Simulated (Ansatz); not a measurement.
# B3EuH12 (Eu(BH4)3): the cost of one run

Program: Ansatz 0.2.0. Level of theory: DFT PBE, plane waves, PAW, molecule in a box with 9 Å of vacuum. These are calculated values, not measurements.

3 further runs of the same task are left out: 1 for a known fault of the program, 2 that didn't finish.

## 1. The starting structure

16 atoms, charge 0, spin multiplicity 1.

Bond lengths: Eu1–B2 2.496 Å, Eu1–H4 2.305 Å, Eu1–H5 2.305 Å, Eu1–H6 2.336 Å, Eu1–B7 2.496 Å, Eu1–H9 2.305 Å, Eu1–H10 2.305 Å, Eu1–H11 2.336 Å, Eu1–B12 2.496 Å, Eu1–H14 2.305 Å, Eu1–H15 2.305 Å, Eu1–H16 2.336 Å, B2–H3 1.213 Å, B2–H4 1.267 Å, B2–H5 1.267 Å, B2–H6 1.256 Å, B7–H8 1.213 Å, B7–H9 1.267 Å and more. Angles: B2–Eu1–H4 30.3°, B2–Eu1–H5 30.3°, B2–Eu1–H6 29.9°, B2–Eu1–B7 120.0°, B2–Eu1–H9 102.2°, B2–Eu1–H10 102.2°, B2–Eu1–H11 149.9°, B2–Eu1–B12 120.0°, B2–Eu1–H14 130.8°, B2–Eu1–H15 130.8°, B2–Eu1–H16 90.1°, H4–Eu1–H5 51.5°, H4–Eu1–H6 51.6°, H4–Eu1–B7 130.7°, H4–Eu1–H9 102.5°, H4–Eu1–H10 126.5°, H4–Eu1–H11 151.1°, H4–Eu1–B12 102.2° and more.

Coordinates:

```xyz
16
charge 0, multiplicity 1
Eu    0.0000    0.0000    0.0000
B     2.4962    0.0128    0.0000
H     3.7085   -0.0106    0.0000
H     1.9934   -0.5778    1.0020
H     1.9934   -0.5778   -1.0020
H     2.0196    1.1749    0.0000
B    -1.2592    2.1554    0.0000
H    -1.8450    3.2170    0.0000
H    -0.4964    2.0152    1.0020
H    -0.4964    2.0152   -1.0020
H    -2.0273    1.1616    0.0000
B    -1.2370   -2.1682    0.0000
H    -1.8635   -3.2063    0.0000
H    -1.4971   -1.4375    1.0020
H    -1.4971   -1.4375   -1.0020
H     0.0077   -2.3365    0.0000
```

Formal oxidation states: Eu +3. Each metal's 6 4f electrons lie in its core potential, so multiplicities, spins and levels count the valence alone. In the runs below they are in the valence, and the state is a septet. An earlier session relaxed this geometry at PBE, Eu lcecp-1-SVP with ECP52, B def2-SVP, H def2-SVP (singlet, point group C3h).

## 2. Scalar-relativistic

The input, input.yaml:

```yaml
crystal:
  lattice:
    - [14.74, 0.0, 0.0]
    - [0.0, 15.42, 0.0]
    - [0.0, 0.0, 11.0]
  atoms:
    - { symbol: Eu, position: [0.44282972, 0.49976265, 0.50018091], spin: 6.0 }
    - { symbol: B, position: [0.61217978, 0.50059079, 0.50018091] }
    - { symbol: H, position: [0.69442469, 0.49907134, 0.50018091] }
    - { symbol: H, position: [0.57806988, 0.46229442, 0.59127091] }
    - { symbol: H, position: [0.57806988, 0.46229442, 0.40909091] }
    - { symbol: H, position: [0.57984396, 0.5759572, 0.50018091] }
    - { symbol: B, position: [0.35740434, 0.63954215, 0.50018091] }
    - { symbol: H, position: [0.31765807, 0.70838716, 0.50018091] }
    - { symbol: H, position: [0.40915536, 0.63045331, 0.59127091] }
    - { symbol: H, position: [0.40915536, 0.63045331, 0.40909091] }
    - { symbol: H, position: [0.30529172, 0.57509014, 0.50018091] }
    - { symbol: B, position: [0.35890502, 0.35915435, 0.50018091] }
    - { symbol: H, position: [0.31640638, 0.29182879, 0.50018091] }
    - { symbol: H, position: [0.34126459, 0.40654021, 0.59127091] }
    - { symbol: H, position: [0.34126459, 0.40654021, 0.40909091] }
    - { symbol: H, position: [0.44335346, 0.34823995, 0.50018091] }
basis:
  ecutwfc: 420
  ecutrho_ratio: 4
kpoints:
  mp_grid: { grid: [1, 1, 1] }
hamiltonian:
  xc: pbe
scf:
  occupations: { method: gaussian, width: 0.01 }
output:
  forces: true
  eigenvalues: true
  populations: true
  hubbard: { sites: [{ species: Eu, l: f }] }
magnetization:
  spin_polarized: true
```

On the command line:

```sh
ansatz run input.yaml --threads 4 --pin off --max-ram 8192MiB --backend cpu --events-out ev --progress --plain --runs-dir out
```

Q: Estimate wall time and peak memory on 4 threads of Arm Neoverse V2, shared host.

About 53 s, with a peak of 1.7 GiB.
